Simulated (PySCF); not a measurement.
# C2H9B2P: electronic excitations and core binding energies

What electronic excitations and core binding energies should C2H9B2P (`BPBCC`) show?

Computed with PySCF 2.14.0, with density-fitted response routines of our own, on a single molecule in the gas phase. Atoms count from 0, in the outputs and in this text.

## (1) Starting geometry

14 atoms, charge 0, multiplicity 1; geometry from: GFN2-xTB.

Bonds of the start (Å): B0–P1 1.80, P1–B2 1.82, B2–C3 1.58, C3–C4 1.53, B0–H5 1.17, B0–H6 1.17, P1–H7 1.38, B2–H8 1.17, C3–H9 1.10, C3–H10 1.09, C4–H11 1.09, C4–H12 1.09, C4–H13 1.09.

## (2) TDDFT and polarisability: B3LYP/def2-SVPD

Job settings and geometry (Å):

```
{"job": {"kind": "uv", "xc": "B3LYP", "basis": "def2-SVPD", "nstates": 8, "ntriplets": 3}, "charge": 0, "multiplicity": 1}
B      3.256164    -0.145110     0.304018
P      1.714428    -0.481044    -0.566419
B      0.117624    -0.230344     0.267903
C     -1.144562     0.316600    -0.516435
C     -2.496164     0.000954     0.128255
H      4.199051     0.226739    -0.277519
H      3.303542    -0.365223     1.452434
H      1.698293     0.040901    -1.842313
H      0.056772    -0.494681     1.408894
H     -1.047599     1.407298    -0.584118
H     -1.156503    -0.034260    -1.552686
H     -3.312975     0.457515    -0.428563
H     -2.527884     0.373948     1.149406
H     -2.660866    -1.073766     0.155076
```

Method: TDDFT B3LYP/def2-SVPD, vertical, gas phase, core orbitals frozen in the response.

On the command line:

```console
OMP_NUM_THREADS=1 python probes_run.py task.json out
```

The driver reads the jobs from task.json and runs them one after another.

**Question.** This job is followed by: delta-SCF UKS SCAN, pcX-2 on the ionised atom, pcseg-1 elsewhere, spin-free X2C. What will the session give for the following? lowest singlet (B3LYP/def2-SVPD); lowest triplet; C1s binding energies, SCAN/pcX-2; P1s binding energies, SCAN/pcX-2; P2p binding energies, SCAN/pcX-2.

The runs gave:

| quantity | value |
| --- | --- |
| lowest singlet (B3LYP/def2-SVPD) | 4.77 eV (260 nm), f = 0.294 |
| lowest triplet | 3.43 eV |
| C1s binding energies, SCAN/pcX-2 | C4 290.42, C3 290.12 eV |
| P1s binding energies, SCAN/pcX-2 | P1 2149.43 eV |
| P2p binding energies, SCAN/pcX-2 | P1 136.32 eV |

In words: The lowest singlet, at 4.77 eV, is HOMO→LUMO 0.94 and is bright. The lowest triplet lies 1.34 eV below the lowest singlet (triplets in Tamm-Dancoff, singlets in full TDDFT). The C1s levels kept as sound span 0.30 eV, from C3 (sp3 CH2 bonded to B) up to C4 (methyl carbon).
